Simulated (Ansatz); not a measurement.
# CCSDT(Q)/STO-3G run of BOF (fluoro(oxo)borane)

What is the electronic atomisation energy of BOF (fluoro(oxo)borane) at CCSDT(Q)/STO-3G? 

The results are computed with Ansatz 0.2.0.

53 further runs of the same task are left out: 4 that didn't finish, 49 set aside as unsound or not needed.

## 1. The structure to begin with

BOF has 3 atoms, charge 0, and is taken as a singlet. As SMILES, `O=BF`. The coordinates come from a PBE0-D4/def2-TZVP relaxation.

Bond lengths: O1–B2 1.206 Å, B2–F3 1.282 Å. Angles: O1–B2–F3 180.0°.

## 2. The energy at CCSDT(Q)/STO-3G

input.yaml

```yaml
crystal:
  periodic: [false, false, false]
  atoms:
    - {symbol: O, position_ang: [0.983100, -0.565100, 0.479900]}
    - {symbol: B, position_ang: [0.020300, -0.011600, 0.009900]}
    - {symbol: F, position_ang: [-1.003400, 0.576800, -0.489800]}
basis:
  gaussian:
    orbitals: STO-3G
correlation:
  method: ccsdt_q
  frozen_orbitals: {B: 1, F: 1, O: 1}
accuracy: high
scf:
  omitted_lower_state_checks: [cluster_reference, increment]
```

Launch:

```sh
ansatz run input.yaml --threads 1 --pin off --max-ram 2610MiB --events-out events.jsonl --progress --plain --runs-dir runs
```

The log of the run:

```text
Warning: RAYON_NUM_THREADS=1 ignored (pool sized by the plan → 1); use --threads N
Functional definition: HF
  name "HF"
  exchange = exact_x
  correlation = 0
these checks for a lower state are left out or cut short: cluster_reference, increment
248 factors; integrals over basis functions are off by at most 3.4e-8 eV
mean field evaluation 1: about -5338.3520 eV, gradient 3.4e1 eV
mean field evaluation 2: about -5338.3823 eV, gradient 3.4e1 eV
mean field evaluation 4: about -5342.3230 eV, gradient 2.4e0 eV
mean field evaluation 8: about -5342.3527 eV, gradient 6.3e-2 eV
mean field -5342.35269246 eV, -196.3278402711 hartree, gradient 1.6e-8 eV, S^2 0.000000; 0 other end points of the search recorded, 0 dependent functions left out
3 core orbitals not correlated: weight in the atoms' cores, before any rotation towards them, 1.000 or more for the frozen orbitals, at most 0.000 for the correlated occupied ones
reference -5342.35269246 eV, -196.3278402711 hartree; 8, 8 occupied and 4, 4 virtual orbitals, 248 factors
second order -3.78524455 eV of doubles, -0.00000000 eV of singles
cycle   1  -3.55504497 eV  change    2.3e-1 eV  update   1.4e-1
cycle   2  -4.04929120 eV  change   -4.9e-1 eV  update   8.3e-2
cycle   3  -4.24190388 eV  change   -1.9e-1 eV  update   1.9e-2
cycle   4  -4.25733785 eV  change   -1.5e-2 eV  update   6.9e-3
cycle   5  -4.25476925 eV  change    2.6e-3 eV  update   2.4e-3
cycle   6  -4.25351990 eV  change    1.2e-3 eV  update   7.5e-4
cycle   7  -4.25378347 eV  change   -2.6e-4 eV  update   2.6e-4
cycle   8  -4.25406322 eV  change   -2.8e-4 eV  update   1.1e-4
cycle   9  -4.25400517 eV  change    5.8e-5 eV  update   4.0e-5
cycle  10  -4.25398908 eV  change    1.6e-5 eV  update   1.3e-5
cycle  11  -4.25399510 eV  change   -6.0e-6 eV  update   6.1e-6
cycle  12  -4.25399450 eV  change    5.9e-7 eV  update   1.4e-6
cycle  13  -4.25399470 eV  change   -1.9e-7 eV  update   5.4e-7
cycle  14  -4.25399458 eV  change    1.2e-7 eV  update   1.8e-7
cycle  15  -4.25399433 eV  change    2.4e-7 eV  update   6.2e-8
cycle  16  -4.25399437 eV  change   -4.1e-8 eV  update   2.9e-8
cycle  17  -4.25399359 eV  change    7.9e-7 eV  update   9.4e-8
cycle  18  -4.25399352 eV  change    6.7e-8 eV  update   3.9e-8
cycle  19  -4.25399341 eV  change    1.1e-7 eV  update   1.8e-8
cycle  20  -4.25399341 eV  change    1.9e-9 eV  update   6.5e-9
cycle  21  -4.25399342 eV  change   -6.7e-9 eV  update   2.3e-9
cycle  22  -4.25399342 eV  change   -2.4e-9 eV  update   1.1e-9
cycle  23  -4.25399342 eV  change   2.3e-10 eV  update  3.9e-10
perturbative correction 0.00858998 eV, 0.0003156758 hartree
Total energy: -5346.59809590 eV, -196.4838559699 hartree
Checks for a lower state left out: cluster_reference, increment
```

Wall time 0.48 s (1 thread of Intel Xeon Platinum 8488C (Sapphire Rapids), shared host).

## 3. The B atom at the same level

job.yaml

```yaml
crystal:
  periodic: [false, false, false]
  atoms:
    - {symbol: B, position_ang: [0.000000, 0.000000, 0.000000]}
basis:
  gaussian:
    orbitals: STO-3G
magnetization:
  spin_polarized: true
  initial_magnetization: 1
correlation:
  method: ccsdt_q
  frozen_orbitals: {B: 1}
accuracy: high
scf:
  omitted_lower_state_checks: [cluster_reference, increment]
```

Run the same way, it converges to -24.18899 Eh (log not shown).

## 4. The F atom

molecule.yaml

```yaml
crystal:
  periodic: [false, false, false]
  atoms:
    - symbol: F
      position_ang: [0.000000, 0.000000, 0.000000]
basis:
  gaussian:
    orbitals: STO-3G
magnetization:
  spin_polarized: true
  initial_magnetization: 1
correlation:
  method: ccsdt_q
  frozen_orbitals: {F: 1}
accuracy: high
scf:
  omitted_lower_state_checks: [cluster_reference, increment]
```

Launch:

```sh
ansatz run molecule.yaml --threads 1 --pin off --max-ram 2610MiB --events-out events.jsonl --progress --plain --runs-dir runs
```

The log of the run:

```text
Warning: RAYON_NUM_THREADS=1 ignored (pool sized by the plan → 1); use --threads N
Functional definition: HF
  name "HF"
  exchange = exact_x
  correlation = 0
these checks for a lower state are left out or cut short: cluster_reference, increment
15 factors; integrals over basis functions are off by at most 1.2e-9 eV
mean field evaluation 1: about -2666.3486 eV, gradient 1.8e-14 eV
mean field evaluation 2: about -2666.3486 eV, gradient 0.0e0 eV
mean field -2666.34863534 eV, -97.9865050328 hartree, gradient 0.0e0 eV, S^2 0.750000; 2 other end points of the search recorded, 0 dependent functions left out
1 core orbitals not correlated: weight in the atoms' cores, before any rotation towards them, 1.000 or more for the frozen orbitals, at most 0.000 for the correlated occupied ones
reference -2666.34863534 eV, -97.9865050328 hartree; 4, 3 occupied and 0, 1 virtual orbitals, 15 factors
second order 0.00000000 eV of doubles, 0.00000000 eV of singles
cycle   1  0.00000000 eV  change     0.0e0 eV  update    0.0e0
cycle   2  0.00000000 eV  change     0.0e0 eV  update    0.0e0
perturbative correction 0.00000000 eV, 0.0000000000 hartree
Total energy: -2666.34863534 eV, -97.9865050328 hartree
Checks for a lower state left out: cluster_reference, increment
```

Run time: 0.16 s. Hardware: 1 thread of Intel Xeon Platinum 8488C (Sapphire Rapids), shared host.

## 5. The O atom

job.yaml

```yaml
crystal:
  periodic: [false, false, false]
  atoms:
    - symbol: O
      position_ang: [0.000000, 0.000000, 0.000000]
basis:
  gaussian: {orbitals: STO-3G}
magnetization: {spin_polarized: true, initial_magnetization: 2}
correlation: {method: ccsdt_q, frozen_orbitals: {O: 1}}
accuracy: high
scf: {omitted_lower_state_checks: [cluster_reference, increment]}
```

Launch:

```sh
ansatz run job.yaml --threads 1 --pin off --max-ram 2610MiB --events-out events.jsonl --progress --plain --runs-dir runs
```

The log of the run:

```text
Warning: RAYON_NUM_THREADS=1 ignored (pool sized by the plan → 1); use --threads N
Functional definition: HF
  name "HF"
  exchange = exact_x
  correlation = 0
these checks for a lower state are left out or cut short: cluster_reference, increment
15 factors; integrals over basis functions are off by at most 1.1e-9 eV
mean field evaluation 1: about -2008.3132 eV, gradient 1.7e-14 eV
mean field evaluation 2: about -2008.3132 eV, gradient 0.0e0 eV
mean field -2008.31323932 eV, -73.8041502613 hartree, gradient 0.0e0 eV, S^2 2.000000; 2 other end points of the search recorded, 0 dependent functions left out
1 core orbitals not correlated: weight in the atoms' cores, before any rotation towards them, 1.000 or more for the frozen orbitals, at most 0.000 for the correlated occupied ones
reference -2008.31323932 eV, -73.8041502613 hartree; 4, 2 occupied and 0, 2 virtual orbitals, 15 factors
second order 0.00000000 eV of doubles, 0.00000000 eV of singles
cycle   1  0.00000000 eV  change     0.0e0 eV  update    0.0e0
cycle   2  0.00000000 eV  change     0.0e0 eV  update    0.0e0
perturbative correction 0.00000000 eV, 0.0000000000 hartree
Total energy: -2008.31323932 eV, -73.8041502613 hartree
Checks for a lower state left out: cluster_reference, increment
```

Run time: 0.18 s. Hardware: 1 thread of Intel Xeon Platinum 8488C (Sapphire Rapids), shared host.

## 6. Results

Level: CCSDT(Q)/STO-3G, 3 core orbitals frozen.

| quantity | value |
| --- | --- |
| molecule: total energy | -196.48386 Eh |
| molecule: correlation energy (3 core orbitals frozen) | -156.0 mEh |
| molecule: T1 diagnostic | 0.018 |
| B atom: total energy | -24.18899 Eh |
| B atom: correlation energy (1 core orbital frozen) | -40.0 mEh |
| B atom: ⟨S²⟩ of the reference determinant | 0.750 |
| B atom: T1 diagnostic | 0.000 |
| F atom: total energy | -97.98651 Eh |
| F atom: correlation energy (1 core orbital frozen) | 0.0 mEh |
| F atom: ⟨S²⟩ of the reference determinant | 0.750 |
| F atom: T1 diagnostic | 0.000 |
| O atom: total energy | -73.80415 Eh |
| O atom: correlation energy (1 core orbital frozen) | 0.0 mEh |
| O atom: ⟨S²⟩ of the reference determinant | 2.000 |
| O atom: T1 diagnostic | 0.000 |
| electronic atomisation energy | 13.720 eV |

Taking the molecule apart into free atoms costs 13.72 eV (316 kcal/mol), before zero-point energy and without spin-orbit coupling. In a minimal basis such a difference can be off by several eV, whatever the method.
